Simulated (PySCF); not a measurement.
# The bond of PbCl+, level by level

What are the lowest state that PBE0 finds, the bond length, vibrational wavenumber and bond energy of PbCl+, and how much do these hang on the method?

Computed with PySCF 2.14.0. Level: Pb def2-SVPD with ECP60, Cl def2-SVPD, scalar-relativistic core potentials.

### Step 1. Input

A driver script around PySCF takes these settings:

* atoms: Pb, Cl
* charge: 1
* basis: Pb def2-SVPD with ECP60, Cl def2-SVPD
* Hamiltonian: scalar-relativistic core potentials
* basis functions: 59
* electrons treated: 38
* masses in u: 207.9766, 34.9689
* levels: PBE0, PBE, r²SCAN, LDA, r²SCAN0, M06-2X, CAM-B3LYP, HF, MP2, SCS-MP2, CCSD, CCSD(T)
* grid: 80 radial by 434 angular points
* occupations: held fixed by the projection of orbital angular momentum
* dissociation limit: Pb+ + Cl, each in its ground configuration
* starting distance in angstrom: 2.465
* values of 2S to try: 0, 2

Run with:

```bash
OMP_NUM_THREADS=1 python dia.py task.json out
```

Further steps of the session: The PBE0 curve of the state that the search chose; Higher solutions at PBE0; PBE (GGA); r²SCAN (meta-GGA); LDA (local density); r²SCAN0 (hybrid meta-GGA); M06-2X (hybrid meta-GGA); CAM-B3LYP; RHF (mean field); Adding correlation.

What does the calculation give? Wanted: for each run, Re; ωe; De; μ.

As calculated:

Lowest PBE0 solution found, without spin–orbit coupling: ¹Σ⁺ (singlet), closed shell. State 2 has its PBE0 minimum 3.33 eV higher. The other levels ran on the lowest alone.

```
      level  Re (Å)  ωe (cm⁻¹)  De (eV)  μ (D)
        RHF   2.403        383     2.37  -3.71
    RHF-MP2   2.406        380     3.66    n/a
RHF-SCS-MP2   2.412        377     3.51    n/a
   RHF-CCSD   2.412        376     3.38    n/a
RHF-CCSD(T)   2.418        371     3.52    n/a
        LDA   2.386        382     4.72  -2.29
        PBE   2.420        365     4.11  -2.64
     r²SCAN   2.403        378     3.97  -2.81
       PBE0   2.398        380     3.84  -2.96
    r²SCAN0   2.390        387     3.73  -3.02
     M06-2X   2.408        378     3.61  -3.45
  CAM-B3LYP   2.394        384     3.64  -3.02
```

De is counted to Pb+ + Cl in their ground configurations. A positive dipole points from Pb to Cl; in an ion it is taken about the centre of mass and does not tell which atom is negative.

Differences from CCSD(T) in the same basis:

```
      level  Re (mÅ)  ωe (%)
        RHF      -15    +3.3
    RHF-MP2      -12    +2.5
RHF-SCS-MP2       -7    +1.5
   RHF-CCSD       -7    +1.4
        LDA      -32    +3.1
        PBE       +2    -1.7
     r²SCAN      -15    +1.8
       PBE0      -21    +2.5
    r²SCAN0      -29    +4.3
     M06-2X      -11    +1.9
  CAM-B3LYP      -25    +3.5
```

In words: Judged by CCSD(T) in the same basis: best bond length PBE (+2 mÅ), worst LDA (-32 mÅ); best wavenumber RHF-CCSD (+1.4 %), worst r²SCAN0 (+4.3 %). Hartree–Fock makes the bond too short and too stiff against this reference, as it mostly does. CCSD(T) in a basis this small is itself some way from its limit, more so than the functionals. Of the levels with a De here, RHF gives the least (2.37 eV) and LDA the most (4.72 eV).

Correlated steps freeze 9 core orbitals. These are scalar-relativistic numbers at best; spin–orbit coupling would shift them, the dissociation energy most.
